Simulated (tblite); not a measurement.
# C2H11NOSi4: the cost of one run

The runs use tblite 0.8.0 and PySCF 2.14.0, with density-fitted response routines of our own; the level of theory stands in each step. All values are computed, except where a source is named. Atoms are numbered from 0 throughout.

## (1) The starting structure

19 atoms, charge 0, multiplicity 1; geometry from: force field or distance geometry start.

Bonds of the start (Å): C0–C1 1.50, C1–O2 1.29, C1–N3 1.43, N3–Si4 1.79, Si4–Si5 2.23, Si5–Si6 2.24, Si6–Si7 2.24, Si7–Si4 2.24, C0–H8 1.09, C0–H9 1.09, C0–H10 1.11, N3–H11 1.05, Si4–H12 1.48, Si5–H13 1.46, Si5–H14 1.45, Si6–H15 1.47, Si6–H16 1.48, Si7–H17 1.47, Si7–H18 1.46.

## (2) Geometry optimisation with GFN2-xTB

Job settings and geometry (Å):

```
{"job": {"kind": "relax", "xc": "GFN2-xTB", "basis": "xTB"}, "charge": 0, "multiplicity": 1}
C      3.539200    -0.113000    -0.078700
C      2.069300     0.007400     0.212700
O      1.597600    -0.683800     1.191100
N      1.196500     0.852900    -0.534700
Si    -0.549200     0.988900    -0.170600
Si    -1.296600    -0.247100     1.526500
Si    -3.170700    -0.491400     0.319700
Si    -1.856800    -0.263600    -1.483000
H      3.664500    -1.037800    -0.651100
H      3.900300     0.735700    -0.653500
H      4.138300    -0.213600     0.846400
H      1.549300     1.430100    -1.336500
H     -1.087000     2.361200    -0.111000
H     -1.458100     0.467900     2.794300
H     -0.583800    -1.502700     1.600600
H     -3.824500    -1.802200     0.477500
H     -4.086900     0.667400     0.467500
H     -1.275000    -1.574200    -1.815000
H     -2.476200     0.427000    -2.610000
```

Launch:

```sh
$ OMP_NUM_THREADS=1 python probes_run.py task.json out
```

This one command runs all jobs of the session in turn.

**Question.** How long does this first job take on 1 thread of Intel Xeon 6975P-C, shared host, and how much memory does it need?

About 2.3 s, with a peak of 0.18 GiB.
